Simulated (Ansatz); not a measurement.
# H2SiW: the cost of one run

The runs use Ansatz 0.2.0, Gaussian basis; the settings change from run to run.

22 further runs of the same task are left out: 3 for a known fault of the program, 10 that didn't finish, 9 set aside as unsound or not needed. Runs told in other sessions of the task aren't counted.

**1. The geometry**

The geometry is a PBE0/def2-TZVP stationary point (not a proven minimum) with its atoms shifted at random (size 0.100 Å). No spin-orbit coupling is included. Elements past krypton take def2 core potentials.

4 atoms, charge 1, spin multiplicity 4.

Atoms are counted from 1 here; the program's logs count them from 0.

Bond lengths: W1–Si2 2.356 Å, Si2–H3 1.460 Å, Si2–H4 1.555 Å. Angles: W1–Si2–H3 124.3°, W1–Si2–H4 120.6°, H3–Si2–H4 114.3°.

**2. CISD/def2-mTZVP**

Input file in.yaml:

```yaml
crystal:
  periodic: [false, false, false]
  atoms:
    - {symbol: W, position_ang: [0.021340, -0.000612, 0.338457]}
    - {symbol: Si, position_ang: [-0.134769, 0.007762, -2.012580]}
    - {symbol: H, position_ang: [-0.110022, 1.213540, -2.835499]}
    - {symbol: H, position_ang: [-0.026914, -1.318135, -2.817285]}
basis:
  gaussian: {orbitals: def2-mTZVP}
total_charge: 1
magnetization: {spin_polarized: false, initial_magnetization: 3}
correlation: {active_space: {ras: {orbitals: [4, 3, 48], electrons: 11, max_holes: 2, max_particles: 2}, fixed_orbitals: true}}
```

The run is started by

```console
$ ansatz run in.yaml --threads 1 --pin off --events-out ev --progress --plain --max-ram 2393MiB
```

Q: Estimate wall time and peak memory on 1 thread of Arm Neoverse V2, shared host.

About 29 s, with a peak of 0.25 GiB.
